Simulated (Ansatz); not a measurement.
# C8H11NSi: the cost of one run

The runs use Ansatz 0.2.0, Gaussian basis; one geometry, several basis sets.

Plan: PBE0-D4/def2-SVP; ωB97M-V/def2-SVP; PBE0-D4/def2-QZVPP; ωB97M-V/def2-QZVPP; the functionals' def2-TZVPP values are taken from earlier runs.

## Step 1: The geometry

An earlier PBE0-D4 in a triple-zeta def2 set relaxation fixed the geometry.

21 atoms, charge 0, spin multiplicity 1.

Atoms are counted from 1 here; the program's logs count them from 0.

Bond lengths: C1–C2 1.332 Å, C1–H11 1.081 Å, C1–H12 1.082 Å, C2–N3 1.391 Å, C2–H13 1.087 Å, N3–Si4 1.742 Å, N3–C5 1.417 Å, Si4–H14 1.490 Å, Si4–H15 1.485 Å, Si4–H16 1.482 Å, C5–C6 1.390 Å, C5–C10 1.393 Å, C6–C7 1.388 Å, C6–H17 1.085 Å, C7–C8 1.384 Å, C7–H18 1.084 Å, C8–C9 1.390 Å, C8–H19 1.084 Å and more. Angles: C2–C1–H11 119.2°, C2–C1–H12 122.8°, H11–C1–H12 118.1°, C1–C2–N3 127.7°, C1–C2–H13 119.4°, N3–C2–H13 112.8°, C2–N3–Si4 120.8°, C2–N3–C5 120.1°, Si4–N3–C5 118.8°, N3–Si4–H14 113.4°, N3–Si4–H15 106.6°, N3–Si4–H16 108.3°, H14–Si4–H15 108.3°, H14–Si4–H16 108.5°, H15–Si4–H16 111.8°, N3–C5–C6 120.2°, N3–C5–C10 120.4°, C6–C5–C10 119.4° and more.

## Step 2: PBE0-D4 in def2-SVP

Input file in.yaml:

```yaml
crystal:
  periodic: [false, false, false]
  atoms:
    - {symbol: C, position_ang: [-0.130602, 2.503960, -1.098245]}
    - {symbol: C, position_ang: [-0.698959, 2.130407, 0.047054]}
    - {symbol: N, position_ang: [-0.713815, 0.860746, 0.616028]}
    - {symbol: Si, position_ang: [-1.812568, 0.476550, 1.912287]}
    - {symbol: C, position_ang: [0.068099, -0.178751, 0.054014]}
    - {symbol: C, position_ang: [-0.532773, -1.364377, -0.351253]}
    - {symbol: C, position_ang: [0.238762, -2.410365, -0.838370]}
    - {symbol: C, position_ang: [1.612188, -2.272606, -0.943370]}
    - {symbol: C, position_ang: [2.213401, -1.083523, -0.548641]}
    - {symbol: C, position_ang: [1.450935, -0.044378, -0.047569]}
    - {symbol: H, position_ang: [-0.197542, 3.537737, -1.406632]}
    - {symbol: H, position_ang: [0.401836, 1.814355, -1.740132]}
    - {symbol: H, position_ang: [-1.230438, 2.866399, 0.644313]}
    - {symbol: H, position_ang: [-3.096490, -0.116375, 1.444379]}
    - {symbol: H, position_ang: [-2.115243, 1.755226, 2.603286]}
    - {symbol: H, position_ang: [-1.147931, -0.492869, 2.815412]}
    - {symbol: H, position_ang: [-1.611560, -1.462491, -0.293598]}
    - {symbol: H, position_ang: [-0.242094, -3.331791, -1.146072]}
    - {symbol: H, position_ang: [2.214846, -3.086190, -1.329396]}
    - {symbol: H, position_ang: [3.289253, -0.970485, -0.620262]}
    - {symbol: H, position_ang: [1.916198, 0.879623, 0.273568]}
basis:
  gaussian: {orbitals: def2-SVP}
hamiltonian: {xc: pbe0, dispersion: d4}
output: {orbitals: {seedname: orbitals}}
```

The run is started by

```
$ ansatz run in.yaml --threads 4 --pin off --events-out ev --progress --plain --max-ram 46080MiB --backend cpu
```

**Question.** How long does this run take on 4 threads of AMD EPYC 7R13, shared host, and how much memory does it need?

About 3.1 s, with a peak of 1.2 GiB.
